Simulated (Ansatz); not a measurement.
Task: Fermi-surface readings of Cd, space group Im-3m, with the Ansatz DFT code, driven from Python. Give the script and its output. Settings: PBEsol, PAW, the default cutoff (420 eV here), 8×8×8 k-points, Fermi-Dirac smearing of 0.15 eV.

```
Cd
1.0
    -1.78432    1.78432    1.78432
     1.78432   -1.78432    1.78432
     1.78432    1.78432   -1.78432
Cd
1
Direct
  0.00000 0.00000 0.00000
```

`cd_fermi.py`:
```python
"""Area of the Fermi surface of Cd."""

import ansatz as az

xtal = (
    az.Lattice.bcc(3.568644)
    .space_group(229)
    .atom("Cd", (0.0, 0.0, 0.0))
    .primitive()
)

calc = (
    xtal.calculation()
    .functional("pbesol")
    .kpoints(8)
    .occupations("fermi_dirac", width=150 * az.meV)
    .eigenstates(nscf_kmesh=(12, 12, 12), level_slopes=True)
)
surface = calc.run().fermi_surface().to_plain()
for way, reading in surface.items():
    if reading:
        rho_lambda = [f"{v:.3e}" for v in reading["resistivity_times_mean_free_path_ohm_m2"]]
        print(f"{way:24s} area {reading['spin_summed_area_per_ang2']:8.3f} 1/A^2  rho*lambda (ohm m^2) {rho_lambda}")
```

`python cd_fermi.py` gives:
```text
DeckWarning: basis.ecutwfc = 420 eV, auto-derived from the records' recommended cutoffs: set by Cd (normal level)
by_tetrahedra            area   35.862 1/A^2  rho*lambda (ohm m^2) ['8.525e-16', '8.525e-16', '8.525e-16']
by_slopes                area   37.690 1/A^2  rho*lambda (ohm m^2) ['8.111e-16', '8.111e-16', '8.111e-16']
on_every_second_point    area   20.332 1/A^2  rho*lambda (ohm m^2) ['1.504e-15', '1.504e-15', '1.504e-15']
```
(Warnings from the package without file and line.)

For a metal this k-point mesh is coarse: on a finer one energies can move by several to tens of meV an atom and pressures by half a GPa or more, differences at one mesh by less. This isn't the structure that Cd takes at ambient conditions. The three readings differ by the mesh error. The whole script took 2.1 s on 1 thread of Arm Neoverse V1 (shared host), peak memory 0.31 GiB.
